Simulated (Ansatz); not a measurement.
Crystal: MgC2.

```
Mg C
1.0
     3.95078    0.00000    0.00000
     0.00000    3.95078    0.00000
     0.00000    0.00000    4.98709
Mg C
2 4
Direct
  0.00000 0.00000 0.50000
  0.50000 0.50000 0.00000
  0.38766 0.61235 0.50000
  0.11235 0.11235 0.00000
  0.61235 0.38766 0.50000
  0.88765 0.88765 0.00000
```

The cell comes from a database or a generator and needn't be the stable form of this composition.

- Program: Ansatz 0.2.0
- Task: relaxation of cell and atoms
- Functional: LDA
- Potentials or basis: Ansatz PAW
- Cutoff: 420 eV (not typed: the program's choice for these potentials)
- k mesh: 5 × 5 × 5
- Occupations: fermi-dirac, width 0.05 eV
- Spin: no spin polarisation

At the start: volume 12.97 Å³/atom.

**Question.** Where does the relaxation end?

**Answer.** It ends after 7 steps and the volume is 12.17 Å³/atom (-6.2 %); space group P4_2/mnm (No. 136, to 0.05 Å).

Step by step:
| step | energy change (eV) | largest force (eV/Å) | volume (Å³) |
| --- | --- | --- | --- |
| 1 | 0.0000 | 0.4857 | 77.84 |
| 2 | -0.0829 | 0.0885 | 73.89 |
| 3 | -0.0867 | 0.0006 | 73.08 |
| 4 | -0.0865 | 0.0001 | 73.15 |
| 5 | -0.0791 | 0.0039 | 73.15 |
| 6 | -0.0794 | 0.0010 | 73.03 |
| 7 | -0.0791 | 0.0008 | 73.03 |

Final structure:
```yaml
crystal:
  lattice:
    - [3.88380, 0.00000, 0.00000]
    - [0.00000, 3.88380, 0.00000]
    - [0.00000, 0.00000, 4.84147]
  atoms:
    - { symbol: Mg, position: [0.00000, 0.00000, 0.50000] }
    - { symbol: Mg, position: [0.50000, 0.50000, 0.00000] }
    - { symbol: C, position: [0.38671, 0.61329, 0.50000] }
    - { symbol: C, position: [0.11329, 0.11329, 0.00000] }
    - { symbol: C, position: [0.61329, 0.38671, 0.50000] }
    - { symbol: C, position: [0.88671, 0.88671, 0.00000] }
```

Caveat: the plane-wave basis is chosen anew once the cell has moved, so the energies of steps on either side of that aren't comparable; the pressure holds a Pulay correction of +0.4 GPa for the finite cutoff; the PAW data sets come from PBE, with cores solved anew for the run's functional, which leaves a small shift of forces and pressure.
